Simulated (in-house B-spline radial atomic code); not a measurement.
# Hf in a hard spherical wall

Wanted: the cost of confining Hf, radius by radius. More than one configuration is followed.

The numbers are computed with in-house B-spline radial atomic code version 1 (Dirac-Coulomb LDA (Slater, VWN5), spherical fractional occupations, Fermi nucleus, basis-set limit), except any that are marked as measured or tabulated.

### 1 The system

| Property | Result |
| --- | --- |
| element | hafnium (Z = 72) |
| charge | 0 |
| electrons | 72 |
| configuration | [Xe] 4f14 5d2 6s2 |
| Hamiltonian | Dirac-Coulomb |
| nucleus | Fermi, rms radius 5.347 fm |

Outer shells as boxes (Hund's rule):

[Xe] 4f14 5d2 6s2
```
[Xe] core
4f [↑↓][↑↓][↑↓][↑↓][↑↓][↑↓][↑↓]
5d [↑ ][↑ ][  ][  ][  ]
6s [↑↓]
```

The boxes only draw the filling; these runs are spin-restricted and spherical.

### 2 The free system

Input settings:

```ini
Z = 72
electrons = 72.0
configuration = [Xe] 4f14 5d2 6s2
hamiltonian = dirac
method = lda,vwn
spin_polarised = False
nucleus = fermi
rms_radius = 5.347
mass_number = 180
atomic_mass = 179.946559537
speed_of_light = 137.035999084
```

### 3 Wall at 6.23 bohr, configuration [Xe] 4f14 5d2 6s2

Changes to the settings of step 2:

```diff
@@ -11 +11,2 @@
 speed_of_light = 137.035999084
+wall_radius = 6.23
```

### 4 Wall at 2.92 bohr, configuration [Xe] 4f14 5d2 6s2

Changes to the settings of step 3:

```diff
@@ -11,2 +11,2 @@
 speed_of_light = 137.035999084
-wall_radius = 6.23
+wall_radius = 2.92
```

### 5 Wall at 1.57 bohr, configuration [Xe] 4f14 5d2 6s2

Changes to the settings of step 4:

```diff
@@ -11,2 +11,2 @@
 speed_of_light = 137.035999084
-wall_radius = 2.92
+wall_radius = 1.57
```

### 6 Wall at 6.23 bohr, configuration [Xe] 4f14 5d1 6s2 6f1

Input settings:

```ini
Z = 72
electrons = 72.0
configuration = [Xe] 4f14 5d1 6s2 6f1
hamiltonian = dirac
method = lda,vwn
spin_polarised = False
nucleus = fermi
rms_radius = 5.347
mass_number = 180
atomic_mass = 179.946559537
speed_of_light = 137.035999084
wall_radius = 6.23
```

### 7 Wall at 2.92 bohr, configuration [Xe] 4f14 5d1 6s2 6f1

Changes to the settings of step 6:

```diff
@@ -11,2 +11,2 @@
 speed_of_light = 137.035999084
-wall_radius = 6.23
+wall_radius = 2.92
```

### 8 Wall at 1.57 bohr, configuration [Xe] 4f14 5d1 6s2 6f1

Changes to the settings of step 7:

```diff
@@ -11,2 +11,2 @@
 speed_of_light = 137.035999084
-wall_radius = 2.92
+wall_radius = 1.57
```

### 9 Wall at 6.23 bohr, configuration [Kr] 4d9 4f14 5s2 5p6 5d2 5f1 6s2

Input settings:

```ini
Z = 72
electrons = 72.0
configuration = [Kr] 4d9 4f14 5s2 5p6 5d2 5f1 6s2
hamiltonian = dirac
method = lda,vwn
spin_polarised = False
nucleus = fermi
rms_radius = 5.347
mass_number = 180
atomic_mass = 179.946559537
speed_of_light = 137.035999084
wall_radius = 6.23
```

### 10 Wall at 2.92 bohr, configuration [Kr] 4d9 4f14 5s2 5p6 5d2 5f1 6s2

Changes to the settings of step 9:

```diff
@@ -11,2 +11,2 @@
 speed_of_light = 137.035999084
-wall_radius = 6.23
+wall_radius = 2.92
```

### 11 Wall at 1.57 bohr, configuration [Kr] 4d9 4f14 5s2 5p6 5d2 5f1 6s2

Changes to the settings of step 10:

```diff
@@ -11,2 +11,2 @@
 speed_of_light = 137.035999084
-wall_radius = 2.92
+wall_radius = 1.57
```

Before running: What do the energy and the highest level do as the wall closes in, and which configuration is lower at each radius?

As calculated:

| configuration | radius (bohr) | energy above the free system (eV) | highest level (eV) |
| --- | --- | --- | --- |
| [Xe] 4f14 5d2 6s2 | 6.23 | 1.516 | -1.191 (5d5/2) |
| [Xe] 4f14 5d2 6s2 | 2.92 | 88.017 | 34.421 (6s1/2) |
| [Xe] 4f14 5d2 6s2 | 1.57 | 1401.49 | 359.40 (6s1/2) |
| [Xe] 4f14 5d1 6s2 6f1 | 6.23 | 30.202 | 25.973 (6f7/2) |
| [Xe] 4f14 5d1 6s2 6f1 | 2.92 | 204.09 | 136.20 (6f7/2) |
| [Xe] 4f14 5d1 6s2 6f1 | 1.57 | 1796.19 | 564.64 (6f7/2) |
| [Kr] 4d9 4f14 5s2 5p6 5d2 5f1 6s2 | 6.23 | 223.38 | 9.974 (5f7/2) |
| [Kr] 4d9 4f14 5s2 5p6 5d2 5f1 6s2 | 2.92 | 334.26 | 55.914 (5f7/2) |
| [Kr] 4d9 4f14 5s2 5p6 5d2 5f1 6s2 | 1.57 | 1746.92 | 356.32 (6s1/2) |

For [Xe] 4f14 5d2 6s2 the energy above the free reference is 1.516 eV at 6.23 bohr and 1401.49 eV at 1.57 bohr. Its highest level passes zero between 6.23 and 2.92 bohr; in smaller spheres the level is positive, pushed up by confinement, and the wall keeps the electron in. Of [Xe] 4f14 5d2 6s2 and [Xe] 4f14 5d1 6s2 6f1, the first stays lower at every radius that both share. At 1.57 bohr the lowest of all 3 is [Xe] 4f14 5d2 6s2. A hard wall is a crude model of an atom's surroundings.
